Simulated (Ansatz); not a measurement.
# ClH4NOZn (built from SMILES N.[OH][Zn][Cl]): a reaction path by the nudged elastic band

Aim: the minimum-energy path between two given structures and its highest point. Both ends were relaxed at PBE0-D4 in triple zeta. A second band with other settings follows.

Computed with Ansatz 0.2.0, Gaussian basis. Level: PBE0-D4/def2-SVP.

22 further runs of the same task are left out: 22 set aside as unsound or not needed. Runs told in other sessions of the task aren't counted.

## 1. Starting geometry

The first end: 8 atoms, charge 0, spin multiplicity 1.

Atoms are counted from 1 here; the program's logs count them from 0.

Bond lengths: Zn1–O2 1.815 Å, Zn1–Cl3 2.140 Å, Zn1–N5 2.133 Å, O2–H6 0.957 Å, H4–N5 1.015 Å, N5–H7 1.013 Å, N5–H8 1.013 Å. Angles: O2–Zn1–Cl3 155.3°, O2–Zn1–N5 93.8°, Cl3–Zn1–N5 110.9°, Zn1–O2–H6 116.6°, Zn1–N5–H4 103.1°, Zn1–N5–H7 114.1°, Zn1–N5–H8 114.0°, H4–N5–H7 108.9°, H4–N5–H8 108.8°, H7–N5–H8 107.7°.

Geometry (Å):

| atom | x (Å) | y (Å) | z (Å) |
| --- | --- | --- | --- |
| Zn1 | -0.2168 | -0.6439 | -0.7308 |
| O2 | 1.5976 | -0.6667 | -0.7533 |
| Cl3 | -2.1766 | -1.2096 | -1.3786 |
| H4 | 0.6547 | 0.9587 | 1.0674 |
| N5 | -0.3215 | 0.7645 | 0.8671 |
| H6 | 2.0104 | -1.2384 | -1.4008 |
| H7 | -0.7857 | 1.6315 | 0.6242 |
| H8 | -0.7620 | 0.4038 | 1.7050 |

The second end:

| atom | x (Å) | y (Å) | z (Å) |
| --- | --- | --- | --- |
| Zn1 | -0.8931 | -0.3649 | -0.3661 |
| O2 | 1.2917 | -0.7800 | -0.3686 |
| Cl3 | -1.8900 | -1.5256 | -1.8298 |
| H4 | 1.3485 | 0.0600 | 0.1285 |
| N5 | -0.3760 | 0.9124 | 0.8994 |
| H6 | 1.8757 | -0.7380 | -1.1297 |
| H7 | -0.8320 | 1.8117 | 0.8065 |
| H8 | -0.5248 | 0.6244 | 1.8599 |

## 2. The band at PBE0-D4/def2-SVP

neb/in.yaml reads:

```yaml
crystal:
  periodic: [false, false, false]
  atoms:
    - {symbol: Zn, position_ang: [-0.216837, -0.643865, -0.730833]}
    - {symbol: O, position_ang: [1.597568, -0.666718, -0.753301]}
    - {symbol: Cl, position_ang: [-2.176610, -1.209634, -1.378634]}
    - {symbol: H, position_ang: [0.654702, 0.958710, 1.067402]}
    - {symbol: N, position_ang: [-0.321481, 0.764508, 0.867067]}
    - {symbol: H, position_ang: [2.010395, -1.238360, -1.400835]}
    - {symbol: H, position_ang: [-0.785744, 1.631539, 0.624219]}
    - {symbol: H, position_ang: [-0.761992, 0.403820, 1.705016]}
basis:
  gaussian: {orbitals: def2-SVP}
hamiltonian: {xc: pbe0, dispersion: d4}
neb:
  images: 5
  climbing: true
  max_iterations: 40
  initial_path: idpp
  final_atoms:
    - {symbol: Zn, position_ang: [-0.893103, -0.364932, -0.366115]}
    - {symbol: O, position_ang: [1.291657, -0.780022, -0.368558]}
    - {symbol: Cl, position_ang: [-1.889956, -1.525568, -1.829811]}
    - {symbol: H, position_ang: [1.348475, 0.059966, 0.128465]}
    - {symbol: N, position_ang: [-0.376007, 0.912436, 0.899436]}
    - {symbol: H, position_ang: [1.875679, -0.737983, -1.129677]}
    - {symbol: H, position_ang: [-0.831995, 1.811670, 0.806464]}
    - {symbol: H, position_ang: [-0.524750, 0.624434, 1.859896]}
```

Launch:

```sh
$ ansatz run in.yaml --threads 8 --pin off --events-out ev --progress --plain --max-ram 19148MiB
```

The program printed:

```text
Functional definition: PBE0
  name "PBE0"
  cite "Adamo & Barone, J. Chem. Phys. 110, 6158 (1999) doi:10.1063/1.478522"
  cite "Perdew, Burke & Ernzerhof, Phys. Rev. Lett. 77, 3865 (1996) doi:10.1103/PhysRevLett.77.3865"
  parent pbe
  parameter a = 0.25
  parameter kappa = 0.804
  parameter beta = 0.06672455060314922
  exchange = (1 - a)*pbe_x(kappa = kappa, mu = beta*pi^2/3) + a*exact_x
  correlation = pbe_c(beta = beta)
1005 factors; integrals over basis functions are off by at most 4.9e-4 eV
mean field evaluation 1: about -64509.4994 eV, gradient 7.2e1 eV
mean field evaluation 2: about -64484.9184 eV, gradient 1.3e2 eV
mean field evaluation 4: about -64518.7021 eV, gradient 7.3e0 eV
mean field evaluation 8: about -64518.8967 eV, gradient 3.7e-1 eV
mean field evaluation 16: about -64518.8970 eV, gradient 3.8e-5 eV
mean field -64518.89701972 eV, -2371.0257329955 hartree, gradient 3.8e-5 eV, S^2 0.000000; 0 other end points of the search recorded, 0 dependent functions left out
the calculation of the forces begins
reference -64518.89705149 eV, -2371.0257341630 hartree; 33, 33 occupied and 64, 64 virtual orbitals, 1005 factors
[... from here to the last solve, the lines of the solves are left out (87 solves) ...]
WARN: NEB end point (image 0): max|allowed force component| = 3.009e-1 eV/Å (the criterion of neb.relax_end_points is 1.000e-2). That is over neb.f_tol: it is no minimum, so the barrier can be far off. Relax it first
WARN: NEB end point (image 6): max|allowed force component| = 3.041e-1 eV/Å (the criterion of neb.relax_end_points is 1.000e-2). That is over neb.f_tol: it is no minimum, so the barrier can be far off. Relax it first
NEB iter   1: max|band force component| = 4.336e0 eV/Å  barrier→ = 2.3123 eV  barrier← = 1.7741 eV  Δτ_max = 0.2000 Å  (194 SCF iters)
NEB iter   2: max|band force component| = 2.534e0 eV/Å  barrier→ = 1.2546 eV  barrier← = 0.7164 eV  Δτ_max = 0.2000 Å  (149 SCF iters)
NEB iter   3: max|band force component| = 8.916e0 eV/Å  barrier→ = 0.9631 eV  barrier← = 0.4249 eV  Δτ_max = 0.0986 Å  (150 SCF iters)
NEB iter   4: max|band force component| = 1.090e0 eV/Å  barrier→ = 0.7000 eV  barrier← = 0.1618 eV  Δτ_max = 0.0884 Å  (151 SCF iters)
NEB iter   5: max|band force component| = 5.188e-1 eV/Å  barrier→ = 0.6476 eV  barrier← = 0.1094 eV  Δτ_max = 0.0711 Å  (144 SCF iters)
NEB iter   6: max|band force component| = 2.437e-1 eV/Å  barrier→ = 0.6284 eV  barrier← = 0.0902 eV  CI = image 4  Δτ_max = 0.0519 Å  (153 SCF iters)
NEB iter   7: max|band force component| = 1.163e-1 eV/Å  barrier→ = 0.6234 eV  barrier← = 0.0852 eV  CI = image 4  Δτ_max = 0.0192 Å  (147 SCF iters)
NEB iter   8: max|band force component| = 6.971e-2 eV/Å  barrier→ = 0.6215 eV  barrier← = 0.0833 eV  CI = image 4  Δτ_max = 0.0309 Å  (142 SCF iters)
1007 factors; integrals over basis functions are off by at most 8.7e-4 eV
mean field evaluation 736: about -64518.3710 eV, gradient 5.2e-6 eV
mean field -64518.37104819 eV, -2371.0064038984 hartree, gradient 5.2e-6 eV, S^2 0.000000; 0 other end points of the search recorded, 0 dependent functions left out
the calculation of the forces begins
reference -64518.37108041 eV, -2371.0064050826 hartree; 33, 33 occupied and 64, 64 virtual orbitals, 1007 factors
NEB iter   9: max|band force component| = 4.725e-2 eV/Å  barrier→ = 0.6204 eV  barrier← = 0.0822 eV  CI = image 4  Δτ_max = 0.0000 Å  (1071 SCF iters)
Total energy: -64518.39441688 eV, -2371.0072626819 hartree
Atom 0 at    -0.768641    -0.565921    -0.505438 Å, force    -0.011322    -0.000515    -0.011515 eV/Å
Atom 1 at     1.211256    -0.742845    -0.299068 Å, force     0.025315    -0.000743     0.013774 eV/Å
Atom 2 at    -2.229307    -1.548241    -1.699578 Å, force     0.005174     0.001549     0.003716 eV/Å
Atom 3 at     0.902415     0.184497     0.349179 Å, force     0.000318     0.002719     0.004384 eV/Å
Atom 4 at    -0.218170     0.816657     0.784516 Å, force     0.003848     0.001527    -0.011158 eV/Å
Atom 5 at     1.932134    -0.663727    -0.930692 Å, force    -0.021212    -0.001944    -0.006526 eV/Å
Atom 6 at    -0.360184     1.793682     0.533687 Å, force     0.000604     0.003220     0.001287 eV/Å
Atom 7 at    -0.469503     0.725898     1.767494 Å, force    -0.002725    -0.005813     0.006037 eV/Å
Dipole moment:     0.476713     0.595561     0.330524 e Å
```

Run time: 51 s. Hardware: 8 threads of Arm Neoverse V2, shared host.

The last band:

| image | path (Å) | energy (eV) | Zn1–N5 (Å) | O2–H4 (Å) | Zn1–O2 (Å) | H4–N5 (Å) |
| --- | --- | --- | --- | --- | --- | --- |
| 0 | 0.00 | 0.000 | 2.13 | 2.62 | 1.81 | 1.02 |
| 1 | 0.47 | -0.009 | 2.12 | 2.20 | 1.82 | 1.03 |
| 2 | 0.93 | 0.041 | 2.12 | 1.87 | 1.83 | 1.03 |
| 3 | 1.40 | 0.238 | 2.07 | 1.60 | 1.88 | 1.07 |
| 4 | 1.87 | 0.620 | 1.97 | 1.17 | 2.00 | 1.36 |
| 5 | 2.35 | 0.505 | 1.90 | 1.01 | 2.15 | 1.79 |
| 6 | 2.84 | 0.538 | 1.87 | 0.98 | 2.22 | 2.07 |

The highest image, 4:

```xyz
8
charge 0, multiplicity 1
Zn   -0.7686   -0.5659   -0.5054
O     1.2113   -0.7428   -0.2991
Cl   -2.2293   -1.5482   -1.6996
H     0.9024    0.1845    0.3492
N    -0.2182    0.8167    0.7845
H     1.9321   -0.6637   -0.9307
H    -0.3602    1.7937    0.5337
H    -0.4695    0.7259    1.7675
```

## 3. The band at r2SCAN-D4/cc-pVDZ, other settings

Edit neb/in.yaml of step 2 so:

```diff
@@ -12,8 +12,8 @@
 basis:
-  gaussian: {orbitals: def2-SVP}
-hamiltonian: {xc: pbe0, dispersion: d4}
+  gaussian: {orbitals: cc-pVDZ}
+hamiltonian: {xc: r2scan, dispersion: d4}
 neb:
-  images: 5
+  images: 3
   climbing: true
-  max_iterations: 40
+  max_iterations: 60
   initial_path: idpp
```

Launch:

```sh
$ ansatz run in.yaml --threads 8 --pin off --events-out ev --progress --plain --max-ram 19148MiB
```

The program printed:

```text
Functional definition: r2SCAN
  name "r2SCAN"
  cite "Furness, Kaplan, Ning, Perdew & Sun, J. Phys. Chem. Lett. 11, 8208 (2020) doi:10.1021/acs.jpclett.0c02405"
  cite "Furness, Kaplan, Ning, Perdew & Sun, J. Phys. Chem. Lett. 11, 9248 (2020) doi:10.1021/acs.jpclett.0c03077"
  parent r2scan
  parameter k0 = 0.174
  parameter k1 = 0.065
  parameter a1 = 4.9479
  exchange = r2scan_x(k0 = k0, k1 = k1, a1 = a1)
  correlation = r2scan_c
1321 factors; their error is unknown
mean field evaluation 1: about -64534.3012 eV, gradient 8.3e1 eV
mean field evaluation 2: about -64452.9333 eV, gradient 2.0e2 eV
mean field evaluation 4: about -64545.7301 eV, gradient 1.5e1 eV
mean field evaluation 8: about -64546.0878 eV, gradient 1.6e-1 eV
mean field evaluation 16: about -64546.0406 eV, gradient 2.8e-4 eV
mean field -64546.04057262 eV, -2372.0232401661 hartree, gradient 3.1e-5 eV, S^2 0.000000; 0 other end points of the search recorded, 0 dependent functions left out
the calculation of the forces begins
reference -64546.04058983 eV, -2372.0232407986 hartree; 33, 33 occupied and 76, 76 virtual orbitals, 1321 factors
[... from here to the last solve, the lines of the solves are left out (63 solves) ...]
WARN: NEB end point (image 0): max|allowed force component| = 4.915e-1 eV/Å (the criterion of neb.relax_end_points is 1.000e-2). That is over neb.f_tol: it is no minimum, so the barrier can be far off. Relax it first
WARN: NEB end point (image 4): max|allowed force component| = 5.433e-1 eV/Å (the criterion of neb.relax_end_points is 1.000e-2). That is over neb.f_tol: it is no minimum, so the barrier can be far off. Relax it first
NEB iter   1: max|band force component| = 4.339e0 eV/Å  barrier→ = 2.3079 eV  barrier← = 1.6629 eV  Δτ_max = 0.1804 Å  (149 SCF iters)
NEB iter   2: max|band force component| = 2.828e0 eV/Å  barrier→ = 1.1387 eV  barrier← = 0.4937 eV  Δτ_max = 0.2000 Å  (101 SCF iters)
NEB iter   3: max|band force component| = 3.988e0 eV/Å  barrier→ = 0.9668 eV  barrier← = 0.3218 eV  Δτ_max = 0.0991 Å  (107 SCF iters)
NEB iter   4: max|band force component| = 8.954e-1 eV/Å  barrier→ = 0.7854 eV  barrier← = 0.1404 eV  Δτ_max = 0.0867 Å  (95 SCF iters)
NEB iter   5: max|band force component| = 3.366e-1 eV/Å  barrier→ = 0.7325 eV  barrier← = 0.0875 eV  CI = image 3  Δτ_max = 0.1211 Å  (95 SCF iters)
NEB iter   6: max|band force component| = 4.337e-1 eV/Å  barrier→ = 0.7683 eV  barrier← = 0.1233 eV  CI = image 3  Δτ_max = 0.0301 Å  (94 SCF iters)
NEB iter   7: max|band force component| = 2.558e-1 eV/Å  barrier→ = 0.7592 eV  barrier← = 0.1142 eV  CI = image 3  Δτ_max = 0.0132 Å  (94 SCF iters)
NEB iter   8: max|band force component| = 9.108e-2 eV/Å  barrier→ = 0.7566 eV  barrier← = 0.1117 eV  CI = image 3  Δτ_max = 0.0202 Å  (95 SCF iters)
1321 factors; their error is unknown
mean field -64545.37677280 eV, -2371.9988459726 hartree, gradient 2.0e-6 eV, S^2 0.000000; 0 other end points of the search recorded, 0 dependent functions left out
the calculation of the forces begins
reference -64545.37678852 eV, -2371.9988465502 hartree; 33, 33 occupied and 76, 76 virtual orbitals, 1321 factors
NEB iter   9: max|band force component| = 4.576e-2 eV/Å  barrier→ = 0.7553 eV  barrier← = 0.1103 eV  CI = image 3  Δτ_max = 0.0000 Å  (937 SCF iters)
Total energy: -64545.32001677 eV, -2371.9967602272 hartree
Atom 0 at    -0.789140    -0.534910    -0.489754 Å, force     0.023913     0.012515    -0.008942 eV/Å
Atom 1 at     1.193198    -0.770927    -0.293190 Å, force    -0.011039    -0.042495     0.038142 eV/Å
Atom 2 at    -2.202077    -1.552201    -1.689240 Å, force    -0.014272    -0.009013    -0.010544 eV/Å
Atom 3 at     0.912066     0.187353     0.337486 Å, force    -0.002040     0.018021     0.008745 eV/Å
Atom 4 at    -0.207239     0.830162     0.778512 Å, force     0.036632    -0.035867    -0.004891 eV/Å
Atom 5 at     1.902126    -0.703233    -0.946869 Å, force    -0.007534     0.025033    -0.029960 eV/Å
Atom 6 at    -0.353138     1.812108     0.538206 Å, force    -0.015381     0.015127    -0.002088 eV/Å
Atom 7 at    -0.455794     0.731648     1.764950 Å, force    -0.010279     0.016678     0.009539 eV/Å
Dipole moment:     0.501146     0.635364     0.357757 e Å
```

Wall time 67 s (8 threads of Arm Neoverse V2, shared host).

The last band:

| image | path (Å) | energy (eV) | Zn1–N5 (Å) | O2–H4 (Å) | Zn1–O2 (Å) | H4–N5 (Å) |
| --- | --- | --- | --- | --- | --- | --- |
| 0 | 0.00 | 0.000 | 2.13 | 2.62 | 1.81 | 1.02 |
| 1 | 0.61 | 0.034 | 2.13 | 2.10 | 1.82 | 1.03 |
| 2 | 1.23 | 0.255 | 2.09 | 1.69 | 1.85 | 1.06 |
| 3 | 1.84 | 0.755 | 1.95 | 1.18 | 2.01 | 1.36 |
| 4 | 2.68 | 0.645 | 1.87 | 0.98 | 2.22 | 2.07 |

The highest image, 3:

```
Zn   -0.78914   -0.53491   -0.48975
O     1.19320   -0.77093   -0.29319
Cl   -2.20208   -1.55220   -1.68924
H     0.91207    0.18735    0.33749
N    -0.20724    0.83016    0.77851
H     1.90213   -0.70323   -0.94687
H    -0.35314    1.81211    0.53821
H    -0.45579    0.73165    1.76495
```

## 4. Summary of results

| quantity | value |
| --- | --- |
| PBE0-D4/def2-SVP, 9 iterations | highest 0.620 eV (image 4), last end +0.538 eV |
| r2SCAN-D4/cc-pVDZ, 9 iterations | highest 0.755 eV (image 3), last end +0.645 eV |
| from earlier runs: barrier over the separately found saddle, CCSD(T)/def2-TZVPP | 0.897 eV |

**Reading.** The highest image lies 0.620 eV above the first end, and it climbed, so it estimates the saddle. The ends are not quite minima at this level (largest force component 0.30 eV/Å), so the heights are unreliable: relaxing the first end would lower it and raise the barrier above it. The highest image is 0.277 eV below the CCSD(T) barrier in triple zeta, which comes from separate runs on the saddle. The second band's highest image lies at 0.755 eV; the levels differ.
